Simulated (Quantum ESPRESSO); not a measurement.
Write the native input for Quantum ESPRESSO 7.5 that does the following.

```
Task                        : single point
Functional                  : LDA
Potentials or basis         : GBRV 1.5 LDA
Cutoff                      : 612 eV
Density cutoff              : 4898 eV
k mesh                      : 5 × 5 × 8
Occupations                 : gaussian, width 0.1 eV
Spin                        : no spin polarisation
Form of the LDA correlation : PZ81
Mixing beta                 : 0.5
Most SCF iterations         : 120
SCF threshold               : 1.2e-09 Ry
```

The system is Zr2NbP3.

```
Zr Nb P
1.0
     6.06837    0.00000    0.00000
    -3.03419    5.25536    0.00000
     0.00000    0.00000    3.33124
Zr Nb P
2 1 3
Cartesian
  0.0000 3.5036 0.0000
  3.0342 1.7518 0.0000
  0.0000 0.0000 0.0000
  3.0342 0.0000 1.6656
  1.5171 2.6277 1.6656
  -1.5171 2.6277 1.6656
```

The cell was built by a generator and needn't be a form met in nature.

These files were run (other wordings do the same):

pw.in

```
&CONTROL
  calculation = 'scf'
  prefix = 'pwscf'
  outdir = './tmp'
  pseudo_dir = './pseudo'
  tprnfor = .true.
  tstress = .true.
  disk_io = 'nowf'
/
&SYSTEM
  ibrav = 0
  nat = 6
  ntyp = 3
  ecutwfc = 45
  ecutrho = 360
  nbnd = 36
  occupations = 'smearing'
  smearing = 'gaussian'
  degauss = 0.00734986
/
&ELECTRONS
  conv_thr = 1.2d-09
  electron_maxstep = 120
  mixing_beta = 0.5
/
ATOMIC_SPECIES
Zr    91.2240 zr_lda_v1.uspp.F.UPF
Nb    92.9064 nb_lda_v1.uspp.F.UPF
P     30.9738 p_lda_v1.5.uspp.F.UPF
CELL_PARAMETERS angstrom
   6.0683726000    0.0000000000    0.0000000000
  -3.0341863000    5.2553648300    0.0000000000
   0.0000000000    0.0000000000    3.3312432600
ATOMIC_POSITIONS crystal
Zr     0.3333333300    0.6666666700    0.0000000000
Zr     0.6666666700    0.3333333300    0.0000000000
Nb     0.0000000000    0.0000000000    0.0000000000
P      0.5000000000    0.0000000000    0.5000000000
P      0.5000000000    0.5000000000    0.5000000000
P      0.0000000000    0.5000000000    0.5000000000
K_POINTS automatic
5 5 8 0 0 0
```

Potentials or basis: GBRV 1.5 LDA.

The run is started by

```bash
$ OMP_NUM_THREADS=1 pw.x -in pw.in > pw.out
```

Results of the run:

| Item | Value |
| --- | --- |
| Pressure | 12.8 GPa |
| Band gap on the k mesh | none (metal or under the smearing width) |

Run time: 60 s on 1 thread of Intel(R) Xeon(R) 6975P-C (Granite Rapids), on a shared host, peak memory 0.38 GiB.
